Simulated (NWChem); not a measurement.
**CH5FGeO (SMILES [CH3][GeH]([OH])[F]) at HF/3-21G**

Aim: the adiabatic ionisation energy of CH5FGeO at HF/3-21G, from 2 runs. 

The results are computed with NWChem 7.3.0.

### 1 Starting point

The species is CH5FGeO (9 atoms), meant as a singlet with charge 0. As SMILES, `[CH3][GeH]([OH])[F]`. The shape is that of a PBE0-D4/def2-TZVP optimisation. This is one conformer, not always the lowest. The run starts from this shape.

Bond lengths: C1–Ge2 1.923 Å, Ge2–O3 1.766 Å, Ge2–F4 1.745 Å, C1–H5 1.090 Å, C1–H6 1.091 Å, C1–H7 1.090 Å, Ge2–H8 1.538 Å, O3–H9 0.960 Å. Some angles: C1–Ge2–O3 107.0°, C1–Ge2–F4 108.4°, O3–Ge2–F4 106.8°, C1–Ge2–H8 118.4°, O3–Ge2–H8 111.2°, F4–Ge2–H8 104.4°, Ge2–C1–H5 108.9°, Ge2–C1–H6 110.1°, Ge2–C1–H7 110.2°, Ge2–O3–H9 113.6°.

### 2 A geometry optimisation at HF/3-21G

File work.nw:

```
START work
memory total 2200 mb

GEOMETRY
 C     -0.669000     0.976900    -0.584200
 Ge     0.088300    -0.643700     0.121500
 O      1.270000    -0.170700     1.345500
 F      0.974400    -1.438600    -1.153800
 H      0.138900     1.624900    -0.924600
 H     -1.237900     1.493500     0.189700
 H     -1.327100     0.751300    -1.423500
 H     -0.865500    -1.725100     0.656800
 H      1.716500    -0.914700     1.755500
END

BASIS spherical bse
 * library 3-21G
END

SCF
 thresh 1e-07
 maxiter 80
 print low
END

DRIVER
 maxiter 60
END

FREQ
 temp 2 298.15 500
END

TASK scf optimize
TASK scf frequencies
```

Run with:

```bash
$ nwchem work.nw > work.out
```

Output:

```text
Northwest Computational Chemistry Package (NWChem) 7.3.0
             --------------------------------------------------------

           Job information
           ---------------

    nwchem branch   = 7.3.0
    use scalapack   = T
    input           = work.nw
    prefix          = work.
    data base       = ./work.db
    status          = startup
    nproc           =        1

           Memory information
           ------------------

    heap     =     72089596 doubles =      550.0 Mbytes
    stack    =     72089601 doubles =      550.0 Mbytes
    global   =    144179200 doubles =     1100.0 Mbytes (distinct from heap & stack)
    total    =    288358397 doubles =     2200.0 Mbytes
    verify   = yes
    hardfail = no

           Directory information
           ---------------------

  0 permanent = .
  0 scratch   = .

                                NWChem Input Module
                                -------------------

 Scaling coordinates for geometry "geometry" by  1.889725989
 (inverse scale =  0.529177249)

 C1  symmetry detected

          ------
          auto-z
          ------
  no constraints, skipping    0.0000000000000000
  no constraints, skipping    0.0000000000000000

                             Geometry "geometry" -> ""
                             -------------------------

 Output coordinates in angstroms (scale by  1.889725989 to convert to a.u.)

  No.       Tag          Charge          X              Y              Z
 ---- ---------------- ---------- -------------- -------------- --------------
    1 C                    6.0000    -0.30150892    -1.75657624     0.37523456
    2 Ge                  32.0000     0.00238069     0.02759595    -0.27456608
    3 O                    8.0000     1.53201839     0.57512990     0.41734068
[... 5 lines of this table left out ...]
    9 H                    1.0000     1.77191169     1.46793122     0.15974553

      Atomic Mass
      -----------

      C                 12.000000
      Ge                73.921900
      O                 15.994910
      F                 18.998400
      H                  1.007825

 Effective nuclear repulsion energy (a.u.)     316.9900313781

            Nuclear Dipole moment (a.u.)
            ----------------------------
        X                 Y               Z
 ---------------- ---------------- ----------------
     0.0000000000     0.0000000000     0.0000000000

                                Z-matrix (autoz)
                                --------

 Units are Angstrom for bonds and degrees for angles

      Type          Name      I     J     K     L     M      Value
      ----------- --------  ----- ----- ----- ----- ----- ----------
    1 Stretch                  1     2                       1.92298
    2 Stretch                  1     5                       1.09017
    3 Stretch                  1     6                       1.09062
    4 Stretch                  1     7                       1.09014
    5 Stretch                  2     3                       1.76588
    6 Stretch                  2     4                       1.74454
    7 Stretch                  2     8                       1.53809
    8 Stretch                  3     9                       0.95969
    9 Bend                     1     2     3               106.98789
   10 Bend                     1     2     4               108.40655
   11 Bend                     1     2     8               118.42657
   12 Bend                     2     1     5               108.88530
   13 Bend                     2     1     6               110.13356
   14 Bend                     2     1     7               110.23516
   15 Bend                     2     3     9               113.56644
   16 Bend                     3     2     4               106.78923
   17 Bend                     3     2     8               111.22723
   18 Bend                     4     2     8               104.42043
   19 Bend                     5     1     6               109.06143
   20 Bend                     5     1     7               109.26788
   21 Bend                     6     1     7               109.23505
   22 Torsion                  1     2     3     9        -179.32838
   23 Torsion                  3     2     1     5          53.89097
   24 Torsion                  3     2     1     6         -65.64971
   25 Torsion                  3     2     1     7         173.74576
   26 Torsion                  4     2     1     5         -60.94238
   27 Torsion                  4     2     1     6         179.51693
   28 Torsion                  4     2     1     7          58.91241
   29 Torsion                  4     2     3     9         -63.41340
   30 Torsion                  5     1     2     8        -179.53520
   31 Torsion                  6     1     2     8          60.92412
   32 Torsion                  7     1     2     8         -59.68041
   33 Torsion                  8     2     3     9          49.93046

            XYZ format geometry
            -------------------
     9
 geometry
 C                    -0.30150892    -1.75657624     0.37523456
 Ge                    0.00238069     0.02759595    -0.27456608
 O                     1.53201839     0.57512990     0.41734068
[... 5 lines of this table left out ...]
 H                     1.77191169     1.46793122     0.15974553

[... 152 lines left out ...]
         Total SCF energy =  -2279.355862092952
[... 22 lines left out ...]
@    0   -2279.35586209  0.0D+00  0.02947  0.00674  0.00000  0.00000      5.1
[... 47 lines left out ...]
 Nuclear repulsion energy =    319.875044962763
[... 71 lines left out ...]
         Total SCF energy =  -2279.360095739574
[... 64 lines left out ...]
       Final RHF  results
[... 10 lines left out ...]
     step= 1.00 grad=-1.3D-03 hess= 4.4D-04 energy=  -2279.360954 mode=downhill
[... 67 lines left out ...]
      One-electron energy =  -3819.839553008957
[... 66 lines left out ...]
         Total SCF energy =  -2279.361298342868
[... 8 lines left out ...]
 new step= 1.00                   predicted energy=  -2279.361298
[... 120 lines left out ...]
       Final RHF  results
[... 10 lines left out ...]
     step= 1.00 grad=-4.7D-05 hess= 1.7D-05 energy=  -2279.361328 mode=downhill
[... 67 lines left out ...]
      One-electron energy =  -3819.379704514262
[... 67 lines left out ...]
         Total SCF energy =  -2279.361337486862
[... 8 lines left out ...]
 new step= 3.15                   predicted energy=  -2279.361343
[... 67 lines left out ...]
      Two-electron energy =   1218.857089462135
[... 63 lines left out ...]
      One-electron energy =  -3819.290308851198
[... 45 lines left out ...]
            Nuclear Dipole moment (a.u.)
[... 30 lines left out ...]
 Nuclear repulsion energy =    321.051267283775
[... 67 lines left out ...]
      Two-electron energy =   1218.813284953968
[... 69 lines left out ...]
       Final RHF  results
[... 25 lines left out ...]
@    7   -2279.36139880 -3.9D-05  0.00091  0.00023  0.01556  0.04280     48.9
[... 48 lines left out ...]
 Nuclear repulsion energy =    321.067512283970
[... 71 lines left out ...]
         Total SCF energy =  -2279.361425910535
[... 65 lines left out ...]
       Final RHF  results
[... 10 lines left out ...]
     step= 1.00 grad=-1.2D-05 hess= 2.4D-06 energy=  -2279.361435 mode=downhill
[... 67 lines left out ...]
      One-electron energy =  -3819.278463323009
[... 67 lines left out ...]
         Total SCF energy =  -2279.361442391352
[... 8 lines left out ...]
 new step= 1.91                   predicted energy=  -2279.361443
[... 67 lines left out ...]
      Two-electron energy =   1218.825544688164
[... 62 lines left out ...]
      One-electron energy =  -3819.286424052192
[... 40 lines left out ...]
            Nuclear Dipole moment (a.u.)
[... 30 lines left out ...]
 Nuclear repulsion energy =    321.092581558312
[... 86 lines left out ...]
                Final and change from initial internal coordinates
[... 88 lines left out ...]
 Nuclear repulsion energy =    321.092581558312
[... 50 lines left out ...]
 X vector of derivative dipole (au) [debye/angstrom]
[... 4 lines left out ...]
 d_dipole_x/<atom=   2,y> =     0.1061     [    0.5098]
[... 4 lines left out ...]
 d_dipole_x/<atom=   4,x> =    -0.6921     [   -3.3245]
[... 4 lines left out ...]
 d_dipole_x/<atom=   5,z> =    -0.0125     [   -0.0603]
[... 4 lines left out ...]
 d_dipole_x/<atom=   7,y> =    -0.0950     [   -0.4562]
[... 4 lines left out ...]
 d_dipole_x/<atom=   9,x> =     0.4236     [    2.0345]
[... 5 lines left out ...]
 d_dipole_y/<atom=   1,y> =    -0.5092     [   -2.4456]
[... 4 lines left out ...]
 d_dipole_y/<atom=   3,x> =    -0.2220     [   -1.0661]
[... 4 lines left out ...]
 d_dipole_y/<atom=   4,z> =    -0.0350     [   -0.1680]
[... 4 lines left out ...]
 d_dipole_y/<atom=   6,y> =     0.0254     [    0.1219]
[... 4 lines left out ...]
 d_dipole_y/<atom=   8,x> =    -0.0262     [   -0.1260]
[... 4 lines left out ...]
 d_dipole_y/<atom=   9,z> =     0.0462     [    0.2218]
[... 5 lines left out ...]
 d_dipole_z/<atom=   2,x> =     0.0264     [    0.1269]
[... 4 lines left out ...]
 d_dipole_z/<atom=   3,z> =    -1.0041     [   -4.8230]
[... 4 lines left out ...]
 d_dipole_z/<atom=   5,y> =     0.0717     [    0.3445]
[... 4 lines left out ...]
 d_dipole_z/<atom=   7,x> =    -0.0445     [   -0.2136]
[... 4 lines left out ...]
 d_dipole_z/<atom=   8,z> =    -0.4631     [   -2.2243]
[... 102 lines left out ...]
 Normal Eigenvalue ||         Derivative Dipole Moments (debye/angs)
[... 26 lines left out ...]
          --------------------------------------------------------
          MASS-WEIGHTED PROJECTED HESSIAN (Hartree/Bohr/Bohr/Kamu)
          --------------------------------------------------------

               1            2            3            4            5            6            7            8            9           10
   ----- ----- ----- ----- -----
    1    4.81284D+01
    2   -1.02833D+00  3.96303D+01
    3    5.24287D-01  3.11410D+00  4.71269D+01
    4   -1.71717D+00 -5.75028D-01  3.29554D-01  7.70687D+00
[... 22 lines of this table left out ...]
   27    3.82665D-02  1.47355D-01  1.40694D-03 -1.19630D+00 -1.08628D+00 -6.00809D-02 -3.59363D-02  1.65587D-01 -6.54983D-01  2.65592D-02

              11           12           13           14           15           16           17           18           19           20
   ----- ----- ----- ----- -----
   11    8.86358D+00
   12    4.55116D+00  4.11888D+00
   13   -7.59792D-02  3.93274D-03  5.46220D+01
   14    1.91049D-01 -5.34582D-01 -1.19541D+00  5.15585D+01
[... 12 lines of this table left out ...]
   27    4.11423D-02 -2.35475D-01 -3.75342D-02 -4.06632D-02 -4.96823D-02  3.97197D-02  1.16114D-01 -1.36265D-01  6.00210D-02  6.77503D-02

              21           22           23           24           25           26           27
   ----- ----- ----- ----- -----
   21    7.50147D+01
   22   -9.79254D-01  2.93667D+01
   23   -9.61540D-01 -2.38987D+00  2.49086D+01
   24   -1.05339D-01  8.89703D+00 -1.09891D+01  1.79613D+02
   25    2.48384D-01  1.73562D-01  1.17368D+00  5.41663D-01  1.11403D+02
   26    1.55996D-01  9.89322D-01  3.28768D-01  3.97711D-01  2.09517D+02  4.74017D+02
   27    2.07268D-01 -3.83265D-01  3.17010D-01 -1.15287D+00  1.04624D+01  7.49628D+00  5.27295D+00

 center of mass
 --------------
 x =  -0.05566896 y =   0.12903555 z =  -0.07408173

 moments of inertia (a.u.)
 ------------------
         348.931973717131          -2.512615436635           3.241721506078
          -2.512615436635         307.596491529645           2.602397684972
           3.241721506078           2.602397684972         536.539876368791

 Rotational Constants
 --------------------
 A=   0.195830 cm-1  (  0.281750 K)
 B=   0.172477 cm-1  (  0.248150 K)
 C=   0.112183 cm-1  (  0.161403 K)

 Temperature                      =   298.15K
 frequency scaling parameter      =   1.0000

 Zero-Point correction to Energy  =   40.672 kcal/mol  (  0.064815 au)
 Thermal correction to Energy     =   44.518 kcal/mol  (  0.070944 au)
 Thermal correction to Enthalpy   =   45.110 kcal/mol  (  0.071888 au)

 Total Entropy                    =   77.953 cal/mol-K
   - Translational                =   40.388 cal/mol-K (mol. weight = 125.9543)
   - Rotational                   =   25.546 cal/mol-K (symmetry #  =        1)
   - Vibrational                  =   12.020 cal/mol-K

 Cv (constant volume heat capacity) =   20.034 cal/mol-K
   - Translational                  =    2.979 cal/mol-K
   - Rotational                     =    2.979 cal/mol-K
   - Vibrational                    =   14.075 cal/mol-K

 Temperature                      =   500.00K
 frequency scaling parameter      =   1.0000

 Zero-Point correction to Energy  =   40.672 kcal/mol  (  0.064815 au)
 Thermal correction to Energy     =   49.330 kcal/mol  (  0.078613 au)
 Thermal correction to Enthalpy   =   50.323 kcal/mol  (  0.080195 au)

 Total Entropy                    =   91.148 cal/mol-K
   - Translational                =   42.955 cal/mol-K (mol. weight = 125.9543)
   - Rotational                   =   27.086 cal/mol-K (symmetry #  =        1)
   - Vibrational                  =   21.107 cal/mol-K

 Cv (constant volume heat capacity) =   27.120 cal/mol-K
   - Translational                  =    2.979 cal/mol-K
   - Rotational                     =    2.979 cal/mol-K
   - Vibrational                    =   21.161 cal/mol-K

          -------------------------------------------------
          NORMAL MODE EIGENVECTORS IN CARTESIAN COORDINATES
          -------------------------------------------------
             (Projected Frequencies expressed in cm-1)

                    1           2           3           4           5           6

 P.Frequency       -0.00        0.00        0.00        0.00        0.00        0.00

           1     0.02507     0.03716    -0.02415     0.00743    -0.08661    -0.14679
[... 25 lines of this table left out ...]
          27     0.03663    -0.08827     0.21768    -0.11477     0.00652    -0.00079

                    7           8           9          10          11          12

 P.Frequency      109.50      205.72      218.82      242.29      323.02      675.43

           1     0.00265    -0.14098    -0.04908    -0.01978     0.00477     0.00662
[... 25 lines of this table left out ...]
          27    -0.03132     0.22747    -0.67387    -0.29144     0.41957     0.32647

                   13          14          15          16          17          18

 P.Frequency      682.31      774.33      833.92      858.43      903.76      964.65

           1    -0.03287     0.00135     0.03285    -0.06444     0.00886    -0.10168
[... 25 lines of this table left out ...]
          27     0.01596    -0.09479     0.01114     0.02440     0.19227     0.01179

                   19          20          21          22          23          24

 P.Frequency      972.08     1495.56     1621.57     1623.57     2199.34     3203.48

           1    -0.02583     0.01674    -0.00618     0.06097     0.00028     0.00551
[... 25 lines of this table left out ...]
          27     0.02617     0.00089    -0.00130     0.00166     0.00667    -0.00016

                   25          26          27

 P.Frequency     3272.29     3280.78     4003.35

           1     0.08329     0.02203    -0.00001
[... 25 lines of this table left out ...]
          27    -0.00023     0.00002     0.01783

 ----------------------------------------------------------------------------
 Normal Eigenvalue ||    Projected Derivative Dipole Moments (debye/angs)
  Mode   [cm**-1]  ||      [d/dqX]             [d/dqY]           [d/dqZ]
 ------ ---------- || ------------------ ------------------ -----------------
    1       -0.000 ||      -0.049               0.037            -0.059
    2        0.000 ||       0.060              -0.053             0.076
    3        0.000 ||       0.083               0.048             0.040
[... 23 lines of this table left out ...]
   27     4003.350 ||       0.816               1.175             0.197
 ----------------------------------------------------------------------------

 ----------------------------------------------------------------------------
 Normal Eigenvalue ||           Projected Infra Red Intensities
  Mode   [cm**-1]  || [atomic units] [(debye/angs)**2] [(KM/mol)] [arbitrary]
 ------ ---------- || -------------- ----------------- ---------- -----------
    1       -0.000 ||    0.000315           0.007         0.308       0.053
    2        0.000 ||    0.000528           0.012         0.515       0.089
    3        0.000 ||    0.000467           0.011         0.455       0.079
[... 23 lines of this table left out ...]
   27     4003.350 ||    0.090379           2.085        88.106      15.282
 ----------------------------------------------------------------------------

 vib:animation  F

 Task  times  cpu:       16.0s     wall:       16.0s
 Total times  cpu:       89.8s     wall:       89.8s
```

It took 91 s on 1 thread of AMD EPYC 7R43 (Zen 3), shared host; peak memory 0.12 GiB.

Step by step:

| step | energy from the first frame kept (eV) |
| --- | --- |
| 0 | 0.0000 |
| 1 | -0.1152 |
| 2 | -0.1411 |
| 3 | -0.1479 |
| 4 | -0.1488 |
| 5 | -0.1491 |
| 6 | -0.1496 |
| 7 | -0.1507 |
| 8 | -0.1514 |
| 9 | -0.1518 |
| 10 | -0.1519 |
| 11 | -0.1519 |

After the run. Bond lengths: C1–Ge2 1.930 Å, Ge2–O3 1.720 Å, Ge2–F4 1.701 Å, C1–H5 1.084 Å, C1–H6 1.084 Å, C1–H7 1.084 Å, Ge2–H8 1.533 Å, O3–H9 0.958 Å. Some angles: C1–Ge2–O3 108.2°, C1–Ge2–F4 110.4°, O3–Ge2–F4 106.2°, C1–Ge2–H8 113.7°, O3–Ge2–H8 112.0°, F4–Ge2–H8 106.0°, Ge2–C1–H5 110.7°, Ge2–C1–H6 110.3°, Ge2–C1–H7 111.5°, Ge2–O3–H9 130.2°.

(Part 1 of 2 ends here.)
